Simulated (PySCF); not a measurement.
# C6H10GeN2: the cost of one run

Computed with PySCF 2.14.0 and routines of our own; the level stands in each step. Atoms count from 0.

## 1. The system as given

19 atoms, charge -1, multiplicity 2; geometry from: GFN2-xTB.

## 2. Open-shell or spin-flip excitations: unrestricted TDDFT BHandHLYP/def2-SVP in cyclohexane

Job settings and geometry (Å):

```
{"job": {"kind": "uabs", "xc": "BHandHLYP", "basis": "def2-SVP", "nstates": 10, "tda": false, "solvent": "cyclohexane", "pol": false}, "charge": -1, "multiplicity": 2}
C     -1.882701    -1.985350     0.721699
N     -1.053583    -1.258470     0.096427
C     -1.060193     0.098158     0.116888
C     -1.926932     1.056925     0.656257
C     -1.398671     2.294997     0.299878
C     -0.242351     2.036686    -0.425395
N     -0.042381     0.724825    -0.526229
Ge     1.434792    -0.505203    -1.465884
C      2.371057    -0.912829     0.293282
H     -1.795611    -3.059145     0.625674
H     -2.692966    -1.615746     1.360404
H     -2.829382     0.877690     1.216843
H     -1.802916     3.265347     0.540686
H      0.451690     2.731324    -0.865735
H      2.573082    -1.625946    -2.620948
H      2.250354     0.842200    -1.883063
H      3.416243    -1.141460     0.105191
H      2.305889    -0.052307     0.953141
H      1.914777    -1.762445     0.793424
```

With the program's defaults for keys left out, this is: unrestricted TDDFT BHandHLYP/def2-SVP, vertical, IEF-PCM cyclohexane (non-equilibrium linear response), core orbitals frozen in the response.

Launch:

```
$ OMP_NUM_THREADS=1 python excited_run.py task.json out
```

One launch serves the whole session: the jobs run in the order shown.

**Question.** How long does this job take on 1 thread of Intel Xeon at 2.50GHz, shared host, and how much memory does it need?

About 4.7 min, with a peak of 0.99 GiB.
